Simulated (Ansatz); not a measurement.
# C3H5Se radical: a ladder of functionals and wavefunction methods

One table from this session's results is given with a row withheld; the runs are named, their logs left out.

Method: functionals in def2-TZVPP, the program's frozen cores in correlated methods; program: Ansatz 0.2.0, Gaussian basis.

The runs, in order: LDA (SPW92), PBE-D4, revPBE-D4, BLYP-D4, r2SCAN-D4, B97M-V, PBE0-D4, B3LYP-D4, r2SCANh-D4, r2SCAN0-D4, HSE06-D4, BHLYP-D4, CAM-B3LYP-D4, LC-ωPBE, ωB97X-V, ωB97M-V, B2PLYP, PBE-QIDH; CCSD(T)/def2-SVP; CCSD(T)/def2-TZVPP; MP2/def2-QZVPP; extrapolation to the limit; RPA on PBE.

### The geometry

The geometry comes from an earlier relaxation with PBE0-D4 in a triple-zeta def2 set; it is a stationary point, not always the lowest conformer.

9 atoms, charge 0, spin multiplicity 2.

Atoms are counted from 1 here; the program's logs count them from 0.

Bond lengths: C1–C2 1.327 Å, C1–H5 1.086 Å, C1–H6 1.083 Å, C2–C3 1.484 Å, C2–H7 1.087 Å, C3–Se4 1.953 Å, C3–H8 1.090 Å, C3–H9 1.095 Å. Angles: C2–C1–H5 121.5°, C2–C1–H6 121.4°, H5–C1–H6 117.1°, C1–C2–C3 123.8°, C1–C2–H7 120.1°, C3–C2–H7 116.1°, C2–C3–Se4 110.7°, C2–C3–H8 112.3°, C2–C3–H9 111.7°, Se4–C3–H8 109.2°, Se4–C3–H9 103.9°, H8–C3–H9 108.5°.

The first run:

Contents of in.yaml:

```yaml
crystal:
  periodic: [false, false, false]
  atoms:
    - {symbol: C, position_ang: [0.343946, 1.301961, -0.483359]}
    - {symbol: C, position_ang: [0.091183, 0.363571, 0.419773]}
    - {symbol: C, position_ang: [-0.429280, -0.985292, 0.084736]}
    - {symbol: Se, position_ang: [0.907315, -2.357257, 0.467036]}
    - {symbol: H, position_ang: [0.169911, 1.131634, -1.541280]}
    - {symbol: H, position_ang: [0.731226, 2.272162, -0.196464]}
    - {symbol: H, position_ang: [0.289029, 0.551392, 1.471737]}
    - {symbol: H, position_ang: [-0.736045, -1.063833, -0.957987]}
    - {symbol: H, position_ang: [-1.278685, -1.260738, 0.718808]}
basis:
  gaussian: {orbitals: def2-TZVPP}
magnetization: {spin_polarized: true, initial_magnetization: 1}
hamiltonian: {xc: lda}
output: {orbitals: {seedname: orbitals}}
```

Among the steps run: LDA; PBE-D4 (GGA); revPBE-D4 (GGA); BLYP-D4 (GGA); r2SCAN-D4 (meta-GGA); B97M-V (meta-GGA); PBE0-D4 (hybrid); B3LYP-D4 (hybrid); r2SCANh-D4 (hybrid); r2SCAN0-D4 (hybrid); HSE06-D4 (hybrid); BHLYP-D4 (hybrid); CAM-B3LYP-D4 (range-separated); LC-ωPBE-D4 (range-separated; the results give it without D4); ωB97X-V (range-separated); ωB97M-V (range-separated); B2PLYP (double hybrid); PBE-QIDH (double hybrid).

One table of the session follows, with a row left open; its other results are not shown here.

It belongs to the step «Frontier levels by functional». 

| functional | HOMO (eV) | LUMO (eV) | gap (eV) |
| --- | --- | --- | --- |
| LDA (SPW92) | -5.37 | -5.38 | -0.01 |
| PBE-D4 | ? | ? | ? |
| revPBE-D4 | -5.17 | -4.78 | 0.39 |
| BLYP-D4 | -5.08 | -4.92 | 0.16 |
| r2SCAN-D4 | -5.48 | -4.58 | 0.90 |
| B97M-V | -5.54 | -4.71 | 0.84 |
| PBE0-D4 | -6.37 | -3.82 | 2.55 |
| B3LYP-D4 | -6.16 | -4.24 | 1.93 |
| r2SCANh-D4 | -5.90 | -4.18 | 1.73 |
| r2SCAN0-D4 | -6.54 | -3.58 | 2.96 |
| HSE06-D4 | -5.97 | -4.20 | 1.77 |
| BHLYP-D4 | -7.39 | -2.79 | 4.60 |
| CAM-B3LYP-D4 | -7.70 | -2.77 | 4.93 |
| LC-ωPBE | -9.08 | -1.29 | 7.79 |
| ωB97X-V | -8.72 | -1.76 | 6.97 |
| ωB97M-V | -8.55 | -1.78 | 6.77 |

Q: Estimate the row for PBE-D4 from the others.

**Answer.** HOMO (eV): -5.23; LUMO (eV): -4.92; gap (eV): 0.30. In the column «HOMO (eV)» it lies between LDA (SPW92) (-5.37) and revPBE-D4 (-5.17).

To keep in mind: A negative gap means that an empty level lies below a filled one: whole occupations of an open shell aren't an aufbau state there.
